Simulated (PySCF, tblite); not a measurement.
# C₇H₇O radical: geometry, infrared bands and EPR parameters

What infrared bands and EPR parameters should C₇H₇O radical (`Cc1cccc([O])c1`) show?

The runs use tblite 0.8.0 and PySCF 2.14.0, with density-fitted response routines of our own; the level of theory stands in each step. All values are computed, except where a source is named. Atoms are numbered from 0 throughout.

### 1 Starting geometry

15 atoms, charge 0, multiplicity 2; geometry from: force field or distance geometry start.

Bonds of the start (Å): C0–C1 1.51, C1–C2 1.39, C2–C3 1.40, C3–C4 1.40, C4–C5 1.40, C5–O6 1.28, C5–C7 1.42, C7–C1 1.41, C0–H8 1.09, C0–H9 1.09, C0–H10 1.09, C2–H11 1.08, C3–H12 1.09, C4–H13 1.08, C7–H14 1.09.

### 2 Geometry optimisation with GFN2-xTB

Job settings and geometry (Å):

```
{"job": {"kind": "relax", "xc": "GFN2-xTB", "basis": "xTB"}, "charge": 0, "multiplicity": 2}
C      2.227000    -0.108600    -0.097800
C      0.717500    -0.058100    -0.070800
C     -0.021800    -1.235100    -0.148200
C     -1.417600    -1.150300    -0.091300
C     -2.047700     0.081100     0.094800
C     -1.348000     1.294400     0.197900
O     -1.924500     2.421200     0.358000
C      0.064300     1.171000     0.128000
H      2.577800    -0.976800    -0.661900
H      2.612100    -0.165200     0.925200
H      2.619700     0.784900    -0.587800
H      0.447000    -2.198000    -0.273700
H     -2.026200    -2.053400    -0.146300
H     -3.129900     0.114200     0.136700
H      0.645900     2.086700     0.215400
```

Launch:

```console
$ OMP_NUM_THREADS=1 python probes_run.py task.json out
```

The driver reads the jobs from task.json and runs them one after another.

**Question.** This job is followed by: GFN2-xTB harmonic vibrations, gas phase; UKS B3LYP, pcH-1 on C H O, non-relativistic, mean-field spin-orbit, GIAO. Predict these results of the whole session: strongest single infrared mode (GFN2-xTB); zero-point energy (GFN2-xTB); g(iso) (B3LYP); ⟨S²⟩; largest a(iso) (averaged by class); potential on the surface of density 0.002 e/bohr³, 1st and 99th percentile.

**Answer**, as computed:

```
                                                                  quantity                  value
                                 strongest single infrared mode (GFN2-xTB)  1543 cm⁻¹, 189 km/mol
                                              zero-point energy (GFN2-xTB)          72.6 kcal/mol
                                                            g(iso) (B3LYP)                2.00591
                                                                      ⟨S²⟩     0.786 (exact 0.75)
                                        largest a(iso) (averaged by class)   13C on C5, -36.0 MHz
potential on the surface of density 0.002 e/bohr³, 1st and 99th percentile     -1.82 V and 1.22 V
```

In words: The optimisation took 23 steps and gained 0.166 eV; among the close pairs (by a distance rule), C4–C5 changed most, from 1.404 to 1.452 Å. The lowest mode is slightly imaginary (12i cm⁻¹), a soft motion within the noise of the Hessian, so the minimum is not strictly shown. The strongest single mode, at 1543 cm⁻¹, moves mainly C5. Unscaled tight-binding wavenumbers are off by several per cent, some by more. Its intensities can rank the bands wrongly. The largest spin populations lie on C2 (0.43 e), O6 (0.41 e), C4 (0.33 e), C7 (0.32 e). The isotropic g lies 3.6 ppt above the free-electron value. These values are for one conformer; the search (at its own cheap level) found 1 more, at 0.05 kcal/mol, and measured spectra average over such forms.
